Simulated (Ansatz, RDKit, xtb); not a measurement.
**Isomers of C3H5BO, a sample narrowed down**

A sample of isomers of C3H5BO is drawn. Aim: find which of them has the lowest free energy at 298.15 K, then its properties. The sample is small against all isomers, and the most stable one of this formula need not be in it.

Plan: many cheap relaxations first (GFN2-xTB), then density-functional screening, relaxation at B3LYP-D3(BJ)/def2-SVP, vibrations and a final energy. The numbers are computed, not measured.

## (1) Candidates

Isomers were taken from a list of plausible structures; this is a sample, not all of them. That gives 3 candidates.

| label | SMILES | spin |
| --- | --- | --- |
| c052 | BC(=C)C=O | singlet |
| c567 | B/C=C/C=O | singlet |
| c817 | B/C=C\C=O | singlet |

Candidates are built by distance geometry, with a force field where one applies, in up to four conformers (letters a to d).

**Question.** With final energies at CCSD(T)/def2-SVP + MP2/def2-TZVPP - MP2/def2-SVP, which structure will this search put lowest in free energy, and by what margin?

| quantity | value |
| --- | --- |
| lowest structure found | [BH2-]1C=CC=[O+]1, singlet, Cs |
| next finalist | B/C=C/C=O, singlet, 19.3 kcal/mol higher in G |
| share at equilibrium, among the finalists | 100.0 % |
| harmonic wavenumbers, lowest and highest (B3LYP-D3(BJ)/def2-SVP) | 278 and 3217 cm⁻¹ |
| rotational constants, same geometry | 0.2884, 0.2666, 0.1433 cm⁻¹ |

The search ends on `[BH2-]1C=CC=[O+]1`. Among the finalists first place is clear (19.3 kcal/mol); structures outside the list aren't covered. GFN2-xTB, HF/STO-3G, r2SCAN-D4/def2-SVP, B3LYP-D3(BJ)/def2-SVP, HF/def2-SVP and MP2/def2-SVP already put its bonding pattern lowest among the structures in one piece. A large T1 diagnostic among the finalists warns that one reference determinant may not suffice. It concerns: the winner. The search is not exhaustive (a finite list of starts, one conformer a finalist), so a lower isomer can't be ruled out. Only 3 drawn patterns were tried, so whole families of isomers are missing, and the result ranks this sample alone. The lowest isomer need not be the one that is made and kept in a bottle, which depends on barriers.
